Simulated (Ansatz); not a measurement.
# SnC2: the cost of one run

Method: DFT PBE, scalar-relativistic, plane waves, PAW, in Ansatz 0.2.0.

The COD entry's cell or inner coordinates are ideal or old and differ from later refinements, so a difference from it is no clean test against experiment.

### Step 1. The structure to begin with

It takes space group Pn-3m (No. 224, cubic). Conventional cell: a = 4.519 Å, b = 4.519 Å, c = 4.519 Å, α = 90.00°, β = 90.00°, γ = 90.00°. Sn (site symmetry -43m) is surrounded by 4 C at 1.96 Å. Around C (site symmetry -3m) lie 2 Sn at 1.96 Å.

Coordinates:

```
CELL_PARAMETERS angstrom
4.51944 0.00000 0.00000
0.00000 4.51944 0.00000
0.00000 0.00000 4.51944
ATOMIC_POSITIONS crystal
Sn 0.00000 0.00000 0.00000
Sn 0.50000 0.50000 0.50000
C 0.25000 0.25000 0.25000
C 0.25000 0.75000 0.75000
C 0.75000 0.75000 0.25000
C 0.75000 0.25000 0.75000
```

This is candidate A: cuprite type (Pn-3m, No. 224).

(A quick probe on a coarse mesh, which set the mesh and smearing, is not shown.)

### Step 3. Rough relaxation on the coarse mesh (candidate A)

File input.yaml:

```yaml
crystal:
  lattice:
    - [4.5194405383, 0.0, 0.0]
    - [0.0, 4.5194405383, 0.0]
    - [0.0, 0.0, 4.5194405383]
  atoms:
    - { symbol: Sn, position: [0.0, 0.0, 0.0] }
    - { symbol: Sn, position: [0.5, 0.5, 0.5] }
    - { symbol: C, position: [0.25, 0.25, 0.25] }
    - { symbol: C, position: [0.25, 0.75, 0.75] }
    - { symbol: C, position: [0.75, 0.75, 0.25] }
    - { symbol: C, position: [0.75, 0.25, 0.75] }
basis:
  ecutwfc: 420
kpoints:
  mp_grid: { grid: [4, 4, 4] }
hamiltonian:
  xc: pbe
scf:
  occupations: { method: gaussian, width: 0.1 }
  lower_state_search: "off"
output:
  forces: true
  stress: true
  eigenvalues: true
relax:
  adjacent_minimum: "off"
  f_tol: 0.04
  max_steps: 70
  cell: { stress_tol: 0.4 }
```

Run with:

```sh
$ ansatz run input.yaml --threads 1 --pin off --max-ram 2560MiB --backend cpu --events-out ev --progress --plain --runs-dir out
```

Q: Estimate wall time and peak memory on 1 thread of Intel Xeon Platinum 8259CL at 2.50GHz (Skylake/Cascade Lake), shared host.

About 24 s, with a peak of 0.42 GiB.
